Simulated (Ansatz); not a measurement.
# Ir: the cost of one run

Program: Ansatz 0.2.0 through its Python package. Level of theory: DFT PBEsol, plane waves, PAW. These are calculated values, not measurements.

This is Ir in the hcp structure; at room conditions it is fcc.

## 1. Starting point

It takes space group P6_3/mmc (No. 194, hexagonal). The conventional cell has a = 2.751 Å, b = 2.751 Å, c = 4.462 Å, α = 90.00°, β = 90.00°, γ = 120.00°. Ir (site symmetry -6m2) has 12 Ir at 2.74 to 2.75 Å as nearest neighbours.

The script holds or builds the structure itself.

## 2. The code

The input, ir_ecut.py:

```python
'''Convergence of Ir with the plane-wave cutoff.'''

import csv

import ansatz as az
import numpy as np


def main() -> None:
    vectors = np.array([
        [2.751378, 0.0, 0.0],
        [-1.375689, 2.382763, 0.0],
        [0.0, 0.0, 4.46229],
    ])
    structure = (
        az.Lattice.of(vectors)
        .atom('Ir', [2 / 3, 1 / 3, 0.75])
        .atom('Ir', [1 / 3, 2 / 3, 0.25])
    )

    calc = (
        structure.calculation()
        .occupations(az.OccupationsMethod.COLD, width=50 * az.meV)
        .kpoints(12, 12, 7, center='gamma')
        .functional('pbesol')
        .scf(tolerance=1e-09)
    )

    rows = []
    for value in [250, 300, 350, 400, 450]:
        rep = calc.basis(value).run(threads=1, pin='off').report
        rows.append((value, rep['free_energy_ev'] / len(rep['lattice']['sites']), rep['n_iterations'], rep['n_pw']))

    with open('ecut.csv', 'w', newline='') as handle:
        writer = csv.writer(handle)
        writer.writerow(['cutoff (eV)', 'F/atom (eV)', 'iterations', 'plane waves'])
        writer.writerows([round(v, 5) if isinstance(v, float) else v for v in row] for row in rows)

    # differences from the last row
    for row in rows[:-1]:
        shift = 1000 * (row[1] - rows[-1][1])
        print(f'{row[0]}: {shift:+.2f} meV/atom' + ('  (within 2 meV)' if abs(shift) < 2 else ''))


if __name__ == '__main__':
    main()
```

## 3. What the engine is handed

The engine receives this input (first run):

```yaml
crystal:
  lattice:
    - [2.751378, 0.0, 0.0]
    - [-1.375689, 2.382763, 0.0]
    - [0.0, 0.0, 4.46229]
  atoms:
    - { symbol: Ir, position: [0.6666666666666666, 0.3333333333333333, 0.75] }
    - { symbol: Ir, position: [0.3333333333333333, 0.6666666666666666, 0.25] }
basis:
  ecutwfc: 250.0
kpoints:
  mp_grid:
    grid: [12, 12, 7]
    shift: [0.0, 0.0, 0.0]
hamiltonian:
  xc: pbesol
scf:
  convergence:
    dr2_threshold: 1.0e-09
  occupations:
    method: cold
    width: 0.05
```

## 4. Launch

Run with:

```console
python ir_ecut.py
```

Q: Estimate wall time and peak memory on 1 thread of Arm Neoverse V2, shared host.

About 6.9 s, with a peak of 0.38 GiB.
